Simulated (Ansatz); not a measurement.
From input file to script: BaScO2F, space group P4/mmm in Ansatz 0.2.0.

```yaml
crystal:
  lattice:
    - [4.206947, 0.0, 0.0]
    - [0.0, 4.206947, 0.0]
    - [0.0, 0.0, 4.211413]
  atoms:
    - { symbol: Ba, position: [0.5, 0.5, 0.5] }
    - { symbol: Sc, position: [0.0, 0.0, 0.0] }
    - { symbol: O, position: [0.5, 0.0, 0.0] }
    - { symbol: O, position: [0.0, 0.5, 0.0] }
    - { symbol: F, position: [0.0, 0.0, 0.5] }
kpoints:
  mp_grid:
    grid: [4, 4, 4]
hamiltonian:
  xc: lda
scf:
  occupations:
    method: fixed
output:
  forces: true
checkpoint:
  write: state
```

Script `run_restart.py`:
```python
"""A run of BaScO2F that can be started again."""

import ansatz as az
import numpy as np

FUNCTIONAL = "LDA"
SMEARING = "fixed"


def main() -> None:
    vectors = np.array([
        [4.206947, 0.0, 0.0],
        [0.0, 4.206947, 0.0],
        [0.0, 0.0, 4.211413],
    ])
    basco2f = (
        az.Lattice.of(vectors)
        .atom("Ba", (0.5, 0.5, 0.5))
        .atom("Sc", (0.0, 0.0, 0.0))
        .atom("O", (0.5, 0.0, 0.0))
        .atom("O", (0.0, 0.5, 0.0))
        .atom("F", (0.0, 0.0, 0.5))
    )

    calculation = (
        basco2f.calculation()
        .kpoints(4)  # the mesh must be finer for metals
        .functional(FUNCTIONAL)
        .occupations(SMEARING)  # whole-number filling, right only where there is a gap
        .forces()  # eV per angstrom
        .checkpoint(write="state")
    )
    with az.exiting_at_sigterm():
        result = calculation.run(threads=1, pin="off", resume=True)
    print("returned:", type(result).__name__)
    print(f"F = {result.report['free_energy_ev']:.5f} eV, {result.report['n_iterations']} iterations")


if __name__ == "__main__":
    main()
```

```console
$ python run_restart.py
DeckWarning: basis.ecutwfc = 420 eV, auto-derived from the records' recommended cutoffs: set by Ba (normal level)
returned: RunOutcome
F = -9782.53901 eV, 7 iterations
```
(Warnings from the package without file and line.)

```console
$ python run_restart.py
DeckWarning: basis.ecutwfc = 420 eV, auto-derived from the records' recommended cutoffs: set by Ba (normal level)
returned: CompletedStep
F = -9782.53901 eV, 7 iterations
```
(Warnings from the package without file and line.)

Notes:
- Absolute energies stand on the zero of these potentials, so only differences at equal settings mean something. A total without «per atom» is that of the cell as typed.
- No spin polarisation was allowed.
- The structure comes from a database of computed cells and needn't be a stable or known phase.
- Timing: 5 s on 1 thread of Arm Neoverse N1 (shared host), peak memory 0.42 GiB.

(Lines on the test bed's own set-up are left out of the output.)
